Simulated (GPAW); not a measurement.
Input of a GPAW 26.7.0 run:

File run.py:

```python
from ase import Atoms
from ase.dft.bandgap import bandgap
from ase.io import write
from ase.units import GPa
from gpaw import GPAW, PW, setup_paths

setup_paths.insert(0, '.')

atoms = Atoms(['Se', 'Se', 'Se', 'Se', 'Ga', 'Ga', 'Cu', 'Cu'],
              cell=[[-2.80955, 2.80955, 5.513],
                    [2.80955, -2.80955, 5.513],
                    [2.80955, 2.80955, -5.513]],
              scaled_positions=[[0.12562, 0.625, 0.00062],
                                [0.875, 0.87438, 0.49938],
                                [0.62438, 0.125, 0.99938],
                                [0.375, 0.37562, 0.50062],
                                [0.25, 0.75, 0.5],
                                [0.5, 0.5, 0.0],
                                [0.75, 0.25, 0.5],
                                [0.0, 0.0, 0.0]],
              pbc=True)

calc = GPAW(mode=PW(600),
            xc='PBEsol',
            kpts={'size': (5, 5, 5), 'gamma': True},
            occupations={'name': 'fermi-dirac', 'width': 0.05},
            nbands=48,
            convergence={'density': 1e-05, 'energy': 1e-05},
            maxiter=150,
            txt='gpaw.txt')
atoms.calc = calc
energy = atoms.get_potential_energy()
forces = atoms.get_forces()
stress = atoms.get_stress()
calc.write('gs.gpw')
write('result.traj', atoms)
print(f'Energy: {energy:.6f} eV')
print('Forces (eV/A):')
print(forces.round(4))
print('Stress (GPa):', (stress / GPa).round(3))
print('Fermi level:', round(calc.get_fermi_level(), 4), 'eV')
print(f'Gap: {bandgap(calc)[0]:.4f} eV, direct: {bandgap(calc, direct=True)[0]:.4f} eV')

path = atoms.cell.bandpath('GXYSGZS1NPY1Z,XP', npoints=60, eps=1e-4)
bs_calc = calc.fixed_density(kpts=path, symmetry='off', nbands=78,
                             convergence={'bands': 'CBM+6.0', 'eigenstates': 1e-6}, txt='bands.txt')
bs = bs_calc.band_structure()
bs.write('bs.json')
print(f'Gap on the path: {bandgap(bs_calc)[0]:.4f} eV')
```

Potentials or basis: PAW data sets generated in the run's folder for this functional, pw.

The run is started by

```bash
$ gpaw-setup -f PBEsol Cu Ga Se
$ OMP_NUM_THREADS=1 python run.py
```

(1) What does it give for the band gap on the k mesh?

(2) What does it give for the largest force?

## Answers

(1) 0.19 eV, direct.

(2) 0.479 eV/Å.

Caveat: with this Cu data set, volumes or pressures lay over 1.5 % or 2 GPa off other programs in two to four cells of ten.

**What was measured.**

“Growth and anisotropy of transport properties of CuGaSe2 single crystals”, 2018, pmc:6251020 reports, for a bulk crystal of GaCuSe2: band gap 1.72 eV.

A measured gap of GaCuSe2 is 1.72 eV (“Growth and anisotropy of transport properties of CuGaSe2 single crystals”, 2018, pmc:6251020); the calculated 0.19 eV misses it by -1.53 eV. So large a miss can be the level of theory's own, or it may mean another phase, state or a wrong row. 2 values of this kind are on record in papers (1.7 to 1.72 eV); this one was drawn at random among those near their median. Spin-orbit coupling on Ga, Se is left out. The value is that of PBEsol, without temperature or zero-point motion. Semilocal functionals fall short of measured gaps as a rule.
